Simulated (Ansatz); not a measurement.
# C3H5ClGe: basis-set convergence

One table from this session's results is given with a row withheld; the runs are named, their logs left out.

The runs use Ansatz 0.2.0, Gaussian basis; one geometry, several basis sets.

Plan: PBE0-D4/def2-SVP; ωB97M-V/def2-SVP; PBE0-D4/def2-QZVPP; ωB97M-V/def2-QZVPP; the functionals' def2-TZVPP values are taken from earlier runs.

## The relaxed structure

All runs share one geometry, relaxed beforehand with PBE0-D4 in a triple-zeta def2 set.

10 atoms, charge 0, spin multiplicity 1.

Atoms are counted from 1 here; the program's logs count them from 0.

Bond lengths: C1–C2 1.447 Å, C1–H6 1.093 Å, C1–H7 1.093 Å, C1–H8 1.093 Å, C2–C3 1.208 Å, C3–Ge4 1.880 Å, Ge4–Cl5 2.157 Å, Ge4–H9 1.531 Å, Ge4–H10 1.531 Å. Angles: C2–C1–H6 110.8°, C2–C1–H7 110.7°, C2–C1–H8 110.7°, H6–C1–H7 108.2°, H6–C1–H8 108.2°, H7–C1–H8 108.1°, C1–C2–C3 179.7°, C2–C3–Ge4 179.8°, C3–Ge4–Cl5 108.3°, C3–Ge4–H9 111.0°, C3–Ge4–H10 111.0°, Cl5–Ge4–H9 106.8°, Cl5–Ge4–H10 106.8°, H9–Ge4–H10 112.7°.

The first run:

in.yaml

```yaml
crystal:
  periodic: [false, false, false]
  atoms:
    - {symbol: C, position_ang: [-1.403176, -1.737383, 0.486274]}
    - {symbol: C, position_ang: [-0.477871, -0.659255, 0.212529]}
    - {symbol: C, position_ang: [0.290876, 0.242751, -0.020082]}
    - {symbol: Ge, position_ang: [1.492572, 1.643947, -0.377789]}
    - {symbol: Cl, position_ang: [0.618685, 2.920356, -1.880480]}
    - {symbol: H, position_ang: [-2.293930, -1.363725, 0.996772]}
    - {symbol: H, position_ang: [-0.938168, -2.494186, 1.122583]}
    - {symbol: H, position_ang: [-1.718848, -2.220517, -0.441461]}
    - {symbol: H, position_ang: [1.710525, 2.509921, 0.865662]}
    - {symbol: H, position_ang: [2.802237, 1.106991, -0.960909]}
basis:
  gaussian: {orbitals: def2-SVP}
hamiltonian: {xc: pbe0, dispersion: d4}
output: {orbitals: {seedname: orbitals}}
```

The run is started by

```
> ansatz run in.yaml --threads 4 --pin off --events-out ev --progress --plain --max-ram 10444MiB
```

Steps of the session up to this table: PBE0-D4 in def2-SVP; ωB97M-V in def2-SVP; PBE0-D4 in def2-QZVPP; ωB97M-V in def2-QZVPP.

One of the session's tables, all rows but one given; the rest of the session is left out.

It belongs to the step «Functionals by basis». 

| functional | basis | HOMO (eV) |
| --- | --- | --- |
| PBE0-D4 | def2-SVP | -7.89 |
| PBE0-D4 | def2-TZVPP | -7.94 |
| PBE0-D4 | def2-QZVPP | -7.95 |
| ωB97M-V | def2-SVP | -10.07 |
| ωB97M-V | def2-TZVPP | -10.15 |
| ωB97M-V | def2-QZVPP | ? |

Estimate the missing values for ωB97M-V, def2-QZVPP.

As computed: HOMO (eV): -10.16. In the column «HOMO (eV)» it is the lowest.
